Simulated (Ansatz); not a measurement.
A first try at a projected density of states of BaZrO3, space group Pm-3m, using Ansatz 0.2.0 through its Python package.

The script, `bazro3.py`:
```python
"""Which atoms and shells make the states of BaZrO3."""

import ansatz as az
import matplotlib.pyplot as plt
import numpy as np

params = {
    "xc": "PBE",
    "cutoff": 35,
    "mesh": (4, 4, 4),
    "smearing": "methfessel_paxton",
    "tolerance": 1e-09,
    "max_iterations": 55,
}

xtal = (
    az.Lattice.of((4.19134, 0.0, 0.0), (0.0, 4.19134, 0.0), (0.0, 0.0, 4.19134))
    .atom("Ba", (0.0, 0.0, 0.0))
    .atom("Zr", (0.5, 0.5, 0.5))
    .atom("O", (0.0, 0.5, 0.5))
    .atom("O", (0.5, 0.0, 0.5))
    .atom("O", (0.5, 0.5, 0.0))
)

job = (
    xtal.calculation()
    .functional(params["xc"])
    .basis(params["cutoff"])
    .kpoints(*params["mesh"])
    .occupations(params["smearing"])
    .scf(tolerance=params["tolerance"], max_iterations=params["max_iterations"])
    .density_of_states(projected=True, method="smearing", broadening_width=0.15, energy_step=0.1)
)
session = job.session()
planned = session.plan(threads=1)
done = planned.execute()
report = done.report

dos = done.density_of_states()
energy = np.asarray(dos.energies_ev) - dos.fermi_ev
curves = {}
for site in done.projected_density_of_states().sites:
    for shell in site.shells:
        weight = sum(np.sum(curve.g_bin_mean_per_ev, axis=0) for curve in shell.curves)
        name = f"{site.species} {shell.label}"
        curves[name] = curves.get(name, 0) + weight

window = (energy > -6) & (energy < 4)
fig, ax = plt.subplots(figsize=(5.5, 3.5))
for name, g in curves.items():
    if g[window].max() > 0.05:
        ax.plot(energy[window], g[window], label=name, lw=1)
        print(f"{name:8s} peak {g[window].max():7.3f} states/eV at {energy[window][g[window].argmax()]:6.2f} eV")
ax.set(xlabel="E - E_F (eV)", ylabel="states/eV")
ax.legend(fontsize=7)
fig.tight_layout()
fig.savefig("pdos.png", dpi=100)
```

Running `python bazro3.py` prints:
```text
DeckWarning: basis.ecutwfc = 35 eV is below the records' recommended 420 eV, and the density's cutoff is lower with it unless basis.ecutrho_ratio is high enough to keep the records' density cutoff: compare with a run at a higher cutoff
DeckWarning: basis.ecutrho_ratio 4 (ecutrho = 140 eV, dense FFT grid 9×9×9): the grid does not resolve the core-correction charge of Zr (measure 1.52 e/Å^2.5), Ba (1.46), O (0.60); warned from 0.08. [...]
Ba 6S    peak   0.689 states/eV at   3.09 eV
Ba 5P    peak   0.385 states/eV at  -5.61 eV
Zr 4S    peak   0.057 states/eV at   3.29 eV
Zr 5S    peak   0.705 states/eV at   3.29 eV
Zr 4P    peak   0.399 states/eV at  -1.81 eV
Zr 4D    peak   1.245 states/eV at  -0.01 eV
O 2S     peak   0.238 states/eV at  -1.81 eV
O 2P     peak   3.858 states/eV at  -5.91 eV
```
(Warnings from the package without file and line, shortened.)

No error stopped it. What is wrong with the input all the same?

The fault: a cutoff meant in rydberg is read as eV, so the basis is far too small. Mended:

`bazro3.py`
```python
"""Which atoms and shells make the states of BaZrO3."""

import ansatz as az
import matplotlib.pyplot as plt
import numpy as np

params = {
    "xc": "PBE",
    "mesh": (4, 4, 4),
    "smearing": "methfessel_paxton",
    "tolerance": 1e-09,
    "max_iterations": 55,
    "extra_bands": 16,
}

xtal = (
    az.Lattice.of((4.19134, 0.0, 0.0), (0.0, 4.19134, 0.0), (0.0, 0.0, 4.19134))
    .atom("Ba", (0.0, 0.0, 0.0))
    .atom("Zr", (0.5, 0.5, 0.5))
    .atom("O", (0.0, 0.5, 0.5))
    .atom("O", (0.5, 0.0, 0.5))
    .atom("O", (0.5, 0.5, 0.0))
)

job = (
    xtal.calculation()
    .functional(params["xc"])
    .basis(34 * az.Ry)
    .kpoints(*params["mesh"])
    .occupations(params["smearing"])
    .scf(tolerance=params["tolerance"], max_iterations=params["max_iterations"])
    .scf(extra_bands=params["extra_bands"])
    .density_of_states(projected=True, method="smearing", broadening_width=0.15, energy_step=0.1)
)
session = job.session()
planned = session.plan(threads=1)
done = planned.execute()
report = done.report

dos = done.density_of_states()
energy = np.asarray(dos.energies_ev) - dos.fermi_ev
curves = {}
for site in done.projected_density_of_states().sites:
    for shell in site.shells:
        weight = sum(np.sum(curve.g_bin_mean_per_ev, axis=0) for curve in shell.curves)
        name = f"{site.species} {shell.label}"
        curves[name] = curves.get(name, 0) + weight

window = (energy > -6) & (energy < 4)
fig, ax = plt.subplots(figsize=(5.5, 3.5))
for name, g in curves.items():
    if g[window].max() > 0.05:
        ax.plot(energy[window], g[window], label=name, lw=1)
        print(f"{name:8s} peak {g[window].max():7.3f} states/eV at {energy[window][g[window].argmax()]:6.2f} eV")
ax.set(xlabel="E - E_F (eV)", ylabel="states/eV")
ax.legend(fontsize=7)
fig.tight_layout()
fig.savefig("pdos.png", dpi=100)
```

The mended script runs so:

```console
$ python bazro3.py
Ba 6S    peak   0.145 states/eV at  -4.66 eV
Ba 5P    peak   0.284 states/eV at  -4.06 eV
Zr 5S    peak   0.315 states/eV at  -5.26 eV
Zr 4P    peak   0.168 states/eV at  -4.06 eV
Zr 4D    peak   3.221 states/eV at   2.94 eV
O 2S     peak   0.157 states/eV at  -4.06 eV
O 2P     peak   9.621 states/eV at  -4.06 eV
```

No spin polarisation was allowed. Semilocal gaps usually lie well under measured ones. The empty d shell of the heavier alkali and alkaline-earth atoms, which makes much of a conduction band, may have no channel. Peaks are the largest values inside the energy window taken; deeper bands lie outside it. The crystal has a gap of about 3.23 eV on the mesh; density of states inside it is the tail of the broadening. The starting cell is as deposited in a crystallographic database; the results hold for this polymorph, which needn't be the stable one. Curves are summed over the cell's atoms. Only shells that the potentials hold have channels, so projections don't add up to the total, least of all where a shell is missing (p of most metals); heights and places of peaks move with the mesh. The density of states is complete only as far up as bands were computed. It ran for 2.8 s on 1 thread of Arm Neoverse V2, with other jobs on the host, peak memory 0.44 GiB.
